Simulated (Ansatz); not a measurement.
# ZnGe (triplet): the correlation ladder, def2-SVP

The task here is to estimate one member of a computed series from the others.

The runs use Ansatz 0.2.0, Gaussian basis; def2-SVP, core rule «outside noble gas», up to 23 orbitals frozen.

To be run: UHF; CCSD(T) on ROHF; CCSD(T) on UHF; CISD; CCSDT(Q) on UHF; CASSCF and MRCISD+Q, 16 electrons in 10 orbitals; CASSCF and NEVPT2, 16 electrons in 10 orbitals.

5 further runs of the same task are left out: 1 that didn't finish, 4 set aside as unsound or not needed.

### The system

The geometry is a PBE0/def2-TZVP stationary point (not a proven minimum) of the parent state, kept for this charge and spin. No spin-orbit coupling is included. The filled d shell of Ge may be among the frozen orbitals whatever the setting's name suggests; the logs give the count.

2 atoms, charge 0, spin multiplicity 3.

Atoms are counted from 1 here; the program's logs count them from 0.

No contacts short enough for the rule that draws bonds.

Set-up of the first run:

The input, in.yaml:

```yaml
crystal:
  periodic: [false, false, false]
  atoms:
    - {symbol: Zn, position_ang: [0.000000, 0.000000, 0.000000]}
    - {symbol: Ge, position_ang: [0.000000, 0.000000, 2.424600]}
basis:
  gaussian: {orbitals: def2-SVP}
magnetization: {spin_polarized: true, initial_magnetization: 2}
hamiltonian: {xc: hf}
output: {orbitals: {seedname: orbitals}}
```

Launch:

```console
$ ansatz run in.yaml --threads 1 --pin off --events-out ev --progress --plain --max-ram 2816MiB --backend cpu
```

Steps of the session up to this table: UHF; CCSD(T) on ROHF; CCSD(T) on UHF; CISD; CCSDT(Q) on UHF; CASSCF and MRCISD+Q, 16 electrons in 10 orbitals; CASSCF and NEVPT2, 16 electrons in 10 orbitals.

One table of the session follows, with a row left open; its other results are not shown here.

```
          method  from UCCSDT(Q) (meV)
            ROHF               +9887.9
             UHF               +9566.6
            RMP2                +294.2
            UMP2                +418.0
            CISD               +1204.2
           RCCSD                +320.9
           UCCSD                +321.3
        RCCSD(T)                  -3.5
        UCCSD(T)                  +1.3
          UCCSDT                     ?
       UCCSDT(Q)                     0
  CASSCF valence               +9236.4
  NEVPT2 valence               +1172.3
  MRCISD valence                +949.0
MRCISD+Q valence                +279.2
```

Q: Estimate the row for UCCSDT from the others.

As computed: from UCCSDT(Q) (meV): -21.0. In the column «from UCCSDT(Q) (meV)» it is the lowest.

Limits of these values: Restricted and unrestricted rows rest on different reference determinants; where their highest levels disagree by more than a few hundredths of an eV, they describe different states and don't form one ladder.
